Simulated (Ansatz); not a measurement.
Input of an Ansatz 0.2.0 run:

File input.yaml:

```yaml
crystal:
  lattice:
    - [1.4176001398, 0.8184518223, 11.4952655238]
    - [-1.4176001398, 0.8184518223, 11.4952655238]
    - [0.0, -1.6369036446, 11.4952655238]
  atoms:
    - { symbol: Pd, position: [0.600621, 0.600621, 0.600621] }
    - { symbol: Pd, position: [0.199916, 0.199916, 0.199916] }
    - { symbol: Pd, position: [0.800084, 0.800084, 0.800084] }
    - { symbol: Pd, position: [0.399379, 0.399379, 0.399379] }
    - { symbol: Nb, position: [0.0, 0.0, 0.0] }
hamiltonian:
  xc: pbesol
  pseudopotentials: { kind: paw }
kpoints:
  mp_grid: { grid: [11, 11, 11] }
  band_path:
    path:
      - [[0.0, 0.0, 0.0], [0.5, 0.0, 0.0], [0.5, 0.1700462018, -0.1700462018]]
      - [[0.8299537982, 0.5, 0.1700462018], [0.5, 0.5, 0.5], [0.0, 0.0, 0.0], [0.3350231009, 0.0, -0.3350231009]]
      - [[0.6649768991, 0.3350231009, 0.0], [0.5, 0.5, 0.0], [0.6649768991, 0.6649768991, 0.1700462018], [0.5, 0.5, 0.5]]
      - [[0.5, 0.0, 0.0], [0.8299537982, 0.3350231009, 0.3350231009]]
    npoints: 14
scf:
  occupations: { method: fermi_dirac, width: 0.05 }
  n_extra_bands: 12
output:
  forces: true
  stress: true
  eigenvalues: true
  fatbands: true
```

Potentials or basis: Ansatz PAW.

Launch:

```sh
$ ansatz run input.yaml --threads 2 --pin off --max-ram 5632MiB --backend cpu --events-out ev --progress --plain --runs-dir out
```

Task: Predict the band gap on the k mesh.

Result: None (metal or under the smearing width).

Task: Predict the largest force.

Result: 0.087 eV/Å.

Task: Predict the pressure.

Result: -10.1 GPa.

Stress tensor (GPa, compression positive):
```
-10.23   0.00   0.00
  0.00 -10.23   0.00
  0.00   0.00  -9.90
```

Caveat: the PAW data sets come from PBE, with cores solved anew for the run's functional, which leaves a small shift of forces and pressure.
